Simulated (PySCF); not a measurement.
# C₂H₆Hg: NMR shieldings

What do calculations give for the NMR shieldings of C₂H₆Hg (`[CH3][Hg][CH3]`)?

Computed with PySCF 2.14.0 and routines of our own; the level stands in each step. Atoms count from 0.

## Step 1: The starting structure

9 atoms, charge 0, multiplicity 1; geometry from: GFN2-xTB.

## Step 2: NMR shieldings: PBE/pcSseg-1 Hg:us-x2c-TZVPall-2c, spin–orbit

Job settings and geometry (Å):

```
{"job": {"xc": "PBE", "basis": {"default": "pcSseg-1", "Hg": "us-x2c-TZVPall-2c"}, "rel": "so", "kind": "hnmr"}, "charge": 0, "multiplicity": 1}
Hg     0.005350     0.010010    -0.000000
C     -0.003670    -0.016060     2.347580
H     -0.439520     0.903020     2.740640
H      1.011940    -0.107860     2.734260
H     -0.589000    -0.859010     2.717380
C      0.004100     0.017180    -2.347650
H     -1.017530     0.018790    -2.729330
H      0.513130    -0.867370    -2.732190
H      0.515200     0.901300    -2.730690
```

Method: PBE/pcSseg-1 Hg:us-x2c-TZVPall-2c GIAO NMR shielding, X2C with spin-orbit coupling, screened-nuclear two-electron part, Gaussian nuclei, gas phase.

Launch:

```console
$ OMP_NUM_THREADS=1 python heavy_run.py task.json out
```

One launch serves the whole session: the jobs run in the order shown.

Log:

```text
spin-free SCF
coarse grid: 34032 points
cycle   1  E = -19705.3829044465  dE = -8.731e-01  |g| = 1.714e+00  |ddm| = 3.316e+00
cycle   2  E = -19705.0087395932  dE =  3.742e-01  |g| = 1.692e+00  |ddm| = 3.123e+00
cycle   3  E = -19705.4385009700  dE = -4.298e-01  |g| = 8.346e-01  |ddm| = 2.903e+00
cycle   4  E = -19705.5456139168  dE = -1.071e-01  |g| = 7.345e-02  |ddm| = 7.525e-01
cycle   5  E = -19705.5463757992  dE = -7.619e-04  |g| = 5.779e-02  |ddm| = 1.378e-01
cycle   6  E = -19705.5470791858  dE = -7.034e-04  |g| = 3.315e-03  |ddm| = 4.712e-02
cycle   7  E = -19705.5470824544  dE = -3.269e-06  |g| = 1.041e-03  |ddm| = 7.752e-03
final grid: 70064 points
cycle   8  E = -19705.5432755134  dE = -4.604e-05  |g| = 5.991e-03  |ddm| = 5.032e-03
cycle   9  E = -19705.5432701844  dE =  5.329e-06  |g| = 5.313e-03  |ddm| = 8.433e-03
cycle  10  E = -19705.5432688663  dE =  1.318e-06  |g| = 5.245e-03  |ddm| = 1.158e-02
cycle  11  E = -19705.5432758595  dE = -6.993e-06  |g| = 1.812e-03  |ddm| = 7.186e-03
cycle  12  E = -19705.5432765298  dE = -6.703e-07  |g| = 1.172e-04  |ddm| = 1.872e-03
cycle  13  E = -19705.5432765331  dE = -3.296e-09  |g| = 3.326e-05  |ddm| = 1.229e-04
converged SCF energy = -19705.5432765331
two-component SCF
cycle   1  E = -19693.7352466330  dE = -1.969e+04  |FDS-SDF| = 4.524e+02
cycle   2  E = -19726.1656657248  dE = -3.243e+01  |FDS-SDF| = 9.438e-01
cycle   3  E = -19726.1661053569  dE = -4.396e-04  |FDS-SDF| = 1.212e-01
cycle   4  E = -19726.1659639306  dE =  1.414e-04  |FDS-SDF| = 6.596e-02
cycle   5  E = -19726.1661278976  dE = -1.640e-04  |FDS-SDF| = 3.071e-02
cycle   6  E = -19726.1662613238  dE = -1.334e-04  |FDS-SDF| = 2.877e-03
cycle   7  E = -19726.1662633599  dE = -2.036e-06  |FDS-SDF| = 8.379e-04
cycle   8  E = -19726.1662635194  dE = -1.595e-07  |FDS-SDF| = 9.538e-05
cycle   9  E = -19726.1662635209  dE = -1.528e-09  |FDS-SDF| = 5.963e-05
converged, E = -19726.1662635209

Field gradients (au) and densities at the nuclei (bohr^-3)
atom        Vxx        Vyy        Vzz        centre      nuclear mean
  0 Hg     4.4748     4.4755    -8.9503    2281999.734    2120916.862
  1 C     -0.0843    -0.0848     0.1691        114.397        114.396
  2 H     -0.1567    -0.1634     0.3201          0.378          0.378
  3 H     -0.1566    -0.1633     0.3199          0.378          0.378
  4 H     -0.1564    -0.1630     0.3194          0.378          0.378
  5 C     -0.0845    -0.0847     0.1692        114.396        114.396
  6 H     -0.1566    -0.1633     0.3199          0.378          0.378
  7 H     -0.1566    -0.1633     0.3199          0.378          0.378
  8 H     -0.1565    -0.1632     0.3197          0.378          0.378
without picture change
  0 Hg                         -11.3395                   6075828.227

Core orbital energies (eV)
atom   shell        mean    spread
  0 Hg 1s       -82827.514   0.000
  0 Hg 2s       -14676.916   0.000
  0 Hg 3s        -3483.731   0.000
  0 Hg 4s         -765.999   0.000
  0 Hg 5s         -118.400   0.000
  0 Hg 2p1/2    -14079.949   0.000
  0 Hg 2p3/2    -12143.735   0.013
  0 Hg 3p1/2     -3215.590   0.000
  0 Hg 3p3/2     -2785.910   0.053
  0 Hg 4p1/2      -651.053   0.000
  0 Hg 4p3/2      -547.261   0.068
  0 Hg 5p1/2       -80.458   0.000
  0 Hg 5p3/2       -62.312   0.023
  0 Hg 3d3/2     -2343.144   0.048
  0 Hg 3d5/2     -2251.200   0.062
  0 Hg 4d3/2      -359.698   0.065
  0 Hg 4d5/2      -340.215   0.080
  0 Hg 4f5/2       -98.277   0.072
  0 Hg 4f7/2       -94.179   0.081

Shielding tensors (ppm)
atom      isotropic    diamagn.    paramagn.     s11        s22        s33       span
  0 Hg    11849.71     8580.23     3269.48    9650.90    9651.09   16247.14    6596.24
  1 C       133.30      243.65     -110.35     101.89     102.01     195.99      94.11
  2 H        30.33       28.39        1.94      24.91      28.01      38.08      13.17
  3 H        30.33       28.39        1.94      24.91      28.02      38.08      13.17
  4 H        30.34       28.41        1.92      24.92      28.02      38.07      13.15
  5 C       133.30      243.65     -110.35     101.95     101.98     195.98      94.03
  6 H        30.34       28.41        1.93      24.91      28.02      38.07      13.16
  7 H        30.34       28.41        1.93      24.91      28.02      38.07      13.16
  8 H        30.33       28.38        1.95      24.90      28.01      38.08      13.17
```

Run time: 34 s. Hardware: 1 thread of Intel Xeon 6975P-C, shared host; peak memory 0.99 GiB.

Key values:

| quantity | value |
| --- | --- |
| energy from spin-orbit coupling | -20.6230 Eh |

## Step 3: NMR shieldings: PBE/pcSseg-1 Hg:us-x2c-TZVPall-2c, spin-free

Settings changed since step 2:

```diff
@@ -1,2 +1,2 @@
-{"job": {"xc": "PBE", "basis": {"default": "pcSseg-1", "Hg": "us-x2c-TZVPall-2c"}, "rel": "so", "kind": "hnmr"}, "charge": 0, "multiplicity": 1}
+{"job": {"xc": "PBE", "basis": {"default": "pcSseg-1", "Hg": "us-x2c-TZVPall-2c"}, "rel": "sf", "kind": "hnmr"}, "charge": 0, "multiplicity": 1}
 Hg     0.005350     0.010010    -0.000000
```

With the program's defaults for keys left out, this is: PBE/pcSseg-1 Hg:us-x2c-TZVPall-2c GIAO NMR shielding, spin-free X2C, Gaussian nuclei, gas phase.

Log:

```text
spin-free SCF
coarse grid: 34032 points
cycle   1  E = -19705.3829044465  dE = -8.731e-01  |g| = 1.714e+00  |ddm| = 3.316e+00
cycle   2  E = -19705.0087395932  dE =  3.742e-01  |g| = 1.692e+00  |ddm| = 3.123e+00
cycle   3  E = -19705.4385009700  dE = -4.298e-01  |g| = 8.346e-01  |ddm| = 2.903e+00
cycle   4  E = -19705.5456139168  dE = -1.071e-01  |g| = 7.345e-02  |ddm| = 7.525e-01
cycle   5  E = -19705.5463757992  dE = -7.619e-04  |g| = 5.779e-02  |ddm| = 1.378e-01
cycle   6  E = -19705.5470791858  dE = -7.034e-04  |g| = 3.315e-03  |ddm| = 4.712e-02
cycle   7  E = -19705.5470824544  dE = -3.269e-06  |g| = 1.041e-03  |ddm| = 7.752e-03
final grid: 70064 points
cycle   8  E = -19705.5432755134  dE = -4.604e-05  |g| = 5.991e-03  |ddm| = 5.032e-03
cycle   9  E = -19705.5432701844  dE =  5.329e-06  |g| = 5.313e-03  |ddm| = 8.433e-03
cycle  10  E = -19705.5432688663  dE =  1.318e-06  |g| = 5.245e-03  |ddm| = 1.158e-02
cycle  11  E = -19705.5432758595  dE = -6.993e-06  |g| = 1.812e-03  |ddm| = 7.186e-03
cycle  12  E = -19705.5432765298  dE = -6.703e-07  |g| = 1.172e-04  |ddm| = 1.872e-03
cycle  13  E = -19705.5432765331  dE = -3.296e-09  |g| = 3.326e-05  |ddm| = 1.229e-04
converged SCF energy = -19705.5432765331
check of the scalar solution
cycle   1  E = -19705.5432765331  dE = -1.971e+04  |FDS-SDF| = 3.326e-05
cycle   2  E = -19705.5432765323  dE =  7.931e-10  |FDS-SDF| = 6.965e-05
converged, E = -19705.5432765323

Field gradients (au) and densities at the nuclei (bohr^-3)
atom        Vxx        Vyy        Vzz        centre      nuclear mean
  0 Hg     4.0363     4.0369    -8.0732    2266837.363    2106078.547
  1 C     -0.0814    -0.0819     0.1633        114.397        114.397
  2 H     -0.1567    -0.1636     0.3203          0.378          0.378
  3 H     -0.1566    -0.1635     0.3200          0.378          0.378
  4 H     -0.1563    -0.1632     0.3196          0.378          0.378
  5 C     -0.0816    -0.0817     0.1633        114.397        114.397
  6 H     -0.1566    -0.1635     0.3200          0.378          0.378
  7 H     -0.1566    -0.1635     0.3200          0.378          0.378
  8 H     -0.1565    -0.1634     0.3199          0.378          0.378
without picture change
  0 Hg                         -11.4455                   6076950.994

Core orbital energies (eV)
atom   shell        mean    spread
  0 Hg 1s       -82849.363   0.000
  0 Hg 2s       -14682.002   0.000
  0 Hg 3s        -3485.276   0.000
  0 Hg 4s         -766.416   0.000
  0 Hg 5s         -118.440   0.000
  0 Hg 2p       -12721.981   0.018
  0 Hg 3p        -2915.583   0.080
  0 Hg 4p         -578.464   0.105
  0 Hg 5p          -67.675   0.027
  0 Hg 3d        -2288.530   0.068
  0 Hg 4d         -348.104   0.086
  0 Hg 4f          -96.089   0.085

Shielding tensors (ppm)
atom      isotropic    diamagn.    paramagn.     s11        s22        s33       span
  0 Hg     7314.58     9952.41    -2637.83    5688.58    5688.66   10566.50    4877.93
  1 C       160.15      243.07      -82.92     140.72     140.85     198.88      58.16
  2 H        30.42       28.38        2.04      24.97      27.33      38.96      13.99
  3 H        30.42       28.38        2.04      24.97      27.33      38.96      13.99
  4 H        30.42       28.40        2.02      24.97      27.35      38.94      13.97
  5 C       160.16      243.08      -82.92     140.77     140.82     198.88      58.10
  6 H        30.42       28.40        2.03      24.97      27.34      38.95      13.98
  7 H        30.42       28.40        2.02      24.97      27.35      38.95      13.98
  8 H        30.42       28.37        2.05      24.97      27.32      38.96      13.99
```

It took 13 s on 1 thread of Intel Xeon 6975P-C, shared host; peak memory 0.86 GiB.

## Step 4: NMR shieldings: PBE/pcSseg-1 Hg:us-x2c-TZVPall-2c in water, spin–orbit

Settings changed since step 3:

```diff
@@ -1,2 +1,2 @@
-{"job": {"xc": "PBE", "basis": {"default": "pcSseg-1", "Hg": "us-x2c-TZVPall-2c"}, "rel": "sf", "kind": "hnmr"}, "charge": 0, "multiplicity": 1}
+{"job": {"xc": "PBE", "basis": {"default": "pcSseg-1", "Hg": "us-x2c-TZVPall-2c"}, "rel": "so", "solvent": "water", "kind": "hnmr"}, "charge": 0, "multiplicity": 1}
 Hg     0.005350     0.010010    -0.000000
```

With the program's defaults for keys left out, this is: PBE/pcSseg-1 Hg:us-x2c-TZVPall-2c GIAO NMR shielding, X2C with spin-orbit coupling, screened-nuclear two-electron part, Gaussian nuclei, IEF-PCM water.

Log:

```text
spin-free SCF
coarse grid: 34032 points
cycle   1  E = -19705.3883940688  dE = -8.771e-01  |g| = 1.716e+00  |ddm| = 3.355e+00
cycle   2  E = -19705.0500082840  dE =  3.384e-01  |g| = 1.667e+00  |ddm| = 3.012e+00
cycle   3  E = -19705.4561547514  dE = -4.061e-01  |g| = 8.008e-01  |ddm| = 2.704e+00
cycle   4  E = -19705.5504710546  dE = -9.432e-02  |g| = 6.261e-02  |ddm| = 6.465e-01
cycle   5  E = -19705.5511670573  dE = -6.960e-04  |g| = 4.498e-02  |ddm| = 1.144e-01
cycle   6  E = -19705.5515839924  dE = -4.169e-04  |g| = 3.502e-03  |ddm| = 3.728e-02
cycle   7  E = -19705.5515865625  dE = -2.570e-06  |g| = 5.813e-04  |ddm| = 4.940e-03
final grid: 70064 points
cycle   8  E = -19705.5477789436  dE = -4.667e-05  |g| = 5.668e-03  |ddm| = 2.453e-03
cycle   9  E = -19705.5477786092  dE =  3.344e-07  |g| = 2.012e-03  |ddm| = 2.512e-03
cycle  10  E = -19705.5477779224  dE =  6.868e-07  |g| = 2.845e-03  |ddm| = 3.946e-03
cycle  11  E = -19705.5477790175  dE = -1.095e-06  |g| = 5.579e-04  |ddm| = 2.770e-03
cycle  12  E = -19705.5477791033  dE = -8.579e-08  |g| = 3.993e-05  |ddm| = 6.119e-04
cycle  13  E = -19705.5477791037  dE = -3.674e-10  |g| = 1.274e-05  |ddm| = 4.567e-05
converged SCF energy = -19705.5477791037
two-component SCF
cycle   1  E = -19693.7397675567  dE = -1.969e+04  |FDS-SDF| = 4.524e+02
cycle   2  E = -19726.1699844185  dE = -3.243e+01  |FDS-SDF| = 9.438e-01
cycle   3  E = -19726.1704394463  dE = -4.550e-04  |FDS-SDF| = 1.204e-01
cycle   4  E = -19726.1703508221  dE =  8.862e-05  |FDS-SDF| = 6.152e-02
cycle   5  E = -19726.1704740854  dE = -1.233e-04  |FDS-SDF| = 2.817e-02
cycle   6  E = -19726.1705777256  dE = -1.036e-04  |FDS-SDF| = 2.703e-03
cycle   7  E = -19726.1705793523  dE = -1.627e-06  |FDS-SDF| = 8.545e-04
cycle   8  E = -19726.1705795186  dE = -1.663e-07  |FDS-SDF| = 5.453e-05
cycle   9  E = -19726.1705795190  dE = -3.929e-10  |FDS-SDF| = 2.421e-05
converged, E = -19726.1705795190

Field gradients (au) and densities at the nuclei (bohr^-3)
atom        Vxx        Vyy        Vzz        centre      nuclear mean
  0 Hg     4.2130     4.2136    -8.4267    2281993.651    2120911.211
  1 C     -0.0723    -0.0727     0.1450        114.393        114.393
  2 H     -0.1569    -0.1645     0.3213          0.378          0.378
  3 H     -0.1568    -0.1643     0.3211          0.378          0.378
  4 H     -0.1566    -0.1641     0.3206          0.378          0.378
  5 C     -0.0725    -0.0725     0.1450        114.393        114.393
  6 H     -0.1568    -0.1643     0.3211          0.378          0.378
  7 H     -0.1568    -0.1643     0.3211          0.378          0.378
  8 H     -0.1567    -0.1643     0.3210          0.378          0.378
without picture change
  0 Hg                         -10.8142                   6075811.790

Core orbital energies (eV)
atom   shell        mean    spread
  0 Hg 1s       -82827.065   0.000
  0 Hg 2s       -14676.460   0.000
  0 Hg 3s        -3483.276   0.000
  0 Hg 4s         -765.544   0.000
  0 Hg 5s         -117.946   0.000
  0 Hg 2p1/2    -14079.494   0.000
  0 Hg 2p3/2    -12143.280   0.012
  0 Hg 3p1/2     -3215.135   0.000
  0 Hg 3p3/2     -2785.456   0.053
  0 Hg 4p1/2      -650.599   0.000
  0 Hg 4p3/2      -546.806   0.064
  0 Hg 5p1/2       -80.005   0.000
  0 Hg 5p3/2       -61.859   0.050
  0 Hg 3d3/2     -2342.689   0.048
  0 Hg 3d5/2     -2250.745   0.062
  0 Hg 4d3/2      -359.243   0.062
  0 Hg 4d5/2      -339.760   0.075
  0 Hg 4f5/2       -97.822   0.066
  0 Hg 4f7/2       -93.725   0.074

Shielding tensors (ppm)
atom      isotropic    diamagn.    paramagn.     s11        s22        s33       span
  0 Hg    12083.91     8579.70     3504.21   10034.29   10034.49   16182.96    6148.67
  1 C       141.17      244.00     -102.83     113.13     113.25     197.14      84.01
  2 H        30.58       28.53        2.04      24.97      28.24      38.52      13.55
  3 H        30.57       28.53        2.04      24.97      28.24      38.52      13.55
  4 H        30.57       28.55        2.02      24.97      28.25      38.50      13.53
  5 C       141.18      244.01     -102.82     113.19     113.23     197.13      83.94
  6 H        30.58       28.55        2.03      24.97      28.25      38.51      13.54
  7 H        30.58       28.55        2.03      24.97      28.25      38.51      13.54
  8 H        30.57       28.52        2.05      24.97      28.23      38.51      13.55
```

It took 35 s on 1 thread of Intel Xeon 6975P-C, shared host; peak memory 1 GiB.

From this job:

| quantity | value |
| --- | --- |
| energy from spin-orbit coupling | -20.6228 Eh |

## Step 5: NMR shieldings: PBE/pcSseg-1 Hg:us-x2c-TZVPall-2c in water, spin-free

Settings changed since step 4:

```diff
@@ -1,2 +1,2 @@
-{"job": {"xc": "PBE", "basis": {"default": "pcSseg-1", "Hg": "us-x2c-TZVPall-2c"}, "rel": "so", "solvent": "water", "kind": "hnmr"}, "charge": 0, "multiplicity": 1}
+{"job": {"xc": "PBE", "basis": {"default": "pcSseg-1", "Hg": "us-x2c-TZVPall-2c"}, "rel": "sf", "solvent": "water", "kind": "hnmr"}, "charge": 0, "multiplicity": 1}
 Hg     0.005350     0.010010    -0.000000
```

With the program's defaults for keys left out, this is: PBE/pcSseg-1 Hg:us-x2c-TZVPall-2c GIAO NMR shielding, spin-free X2C, Gaussian nuclei, IEF-PCM water.

Log:

```text
spin-free SCF
coarse grid: 34032 points
cycle   1  E = -19705.3883940688  dE = -8.771e-01  |g| = 1.716e+00  |ddm| = 3.355e+00
cycle   2  E = -19705.0500082840  dE =  3.384e-01  |g| = 1.667e+00  |ddm| = 3.012e+00
cycle   3  E = -19705.4561547514  dE = -4.061e-01  |g| = 8.008e-01  |ddm| = 2.704e+00
cycle   4  E = -19705.5504710546  dE = -9.432e-02  |g| = 6.261e-02  |ddm| = 6.465e-01
cycle   5  E = -19705.5511670573  dE = -6.960e-04  |g| = 4.498e-02  |ddm| = 1.144e-01
cycle   6  E = -19705.5515839924  dE = -4.169e-04  |g| = 3.502e-03  |ddm| = 3.728e-02
cycle   7  E = -19705.5515865625  dE = -2.570e-06  |g| = 5.813e-04  |ddm| = 4.940e-03
final grid: 70064 points
cycle   8  E = -19705.5477789436  dE = -4.667e-05  |g| = 5.668e-03  |ddm| = 2.453e-03
cycle   9  E = -19705.5477786092  dE =  3.344e-07  |g| = 2.012e-03  |ddm| = 2.512e-03
cycle  10  E = -19705.5477779224  dE =  6.868e-07  |g| = 2.845e-03  |ddm| = 3.946e-03
cycle  11  E = -19705.5477790175  dE = -1.095e-06  |g| = 5.579e-04  |ddm| = 2.770e-03
cycle  12  E = -19705.5477791033  dE = -8.579e-08  |g| = 3.993e-05  |ddm| = 6.119e-04
cycle  13  E = -19705.5477791037  dE = -3.674e-10  |g| = 1.274e-05  |ddm| = 4.567e-05
converged SCF energy = -19705.5477791037
check of the scalar solution
cycle   1  E = -19705.5477791037  dE = -1.971e+04  |FDS-SDF| = 1.274e-05
cycle   2  E = -19705.5477791036  dE =  1.382e-10  |FDS-SDF| = 2.632e-05
converged, E = -19705.5477791036

Field gradients (au) and densities at the nuclei (bohr^-3)
atom        Vxx        Vyy        Vzz        centre      nuclear mean
  0 Hg     3.7747     3.7753    -7.5500    2266831.064    2106072.699
  1 C     -0.0692    -0.0695     0.1387        114.393        114.393
  2 H     -0.1568    -0.1647     0.3215          0.379          0.379
  3 H     -0.1567    -0.1646     0.3213          0.378          0.378
  4 H     -0.1565    -0.1643     0.3209          0.378          0.378
  5 C     -0.0693    -0.0694     0.1387        114.393        114.393
  6 H     -0.1567    -0.1646     0.3213          0.378          0.378
  7 H     -0.1567    -0.1646     0.3213          0.378          0.378
  8 H     -0.1566    -0.1645     0.3212          0.378          0.378
without picture change
  0 Hg                         -10.8892                   6076933.771

Core orbital energies (eV)
atom   shell        mean    spread
  0 Hg 1s       -82848.898   0.000
  0 Hg 2s       -14681.531   0.000
  0 Hg 3s        -3484.805   0.000
  0 Hg 4s         -765.946   0.000
  0 Hg 5s         -117.971   0.000
  0 Hg 2p       -12721.511   0.017
  0 Hg 3p        -2915.113   0.080
  0 Hg 4p         -577.994   0.100
  0 Hg 5p          -67.208   0.066
  0 Hg 3d        -2288.059   0.068
  0 Hg 4d         -347.634   0.081
  0 Hg 4f          -95.618   0.078

Shielding tensors (ppm)
atom      isotropic    diamagn.    paramagn.     s11        s22        s33       span
  0 Hg     7494.73     9951.85    -2457.13    5957.35    5957.45   10569.37    4612.02
  1 C       166.10      243.41      -77.31     149.27     149.40     199.64      50.37
  2 H        30.65       28.52        2.13      25.05      27.61      39.30      14.25
  3 H        30.65       28.52        2.13      25.04      27.61      39.29      14.25
  4 H        30.65       28.54        2.10      25.04      27.62      39.27      14.23
  5 C       166.11      243.42      -77.31     149.32     149.36     199.64      50.32
  6 H        30.65       28.54        2.11      25.04      27.62      39.28      14.24
  7 H        30.65       28.54        2.11      25.04      27.62      39.28      14.24
  8 H        30.65       28.51        2.14      25.05      27.60      39.29      14.25
```

Wall time 14 s (1 thread of Intel Xeon 6975P-C, shared host); peak memory 0.88 GiB.

(Part 1 of 2 ends here.)
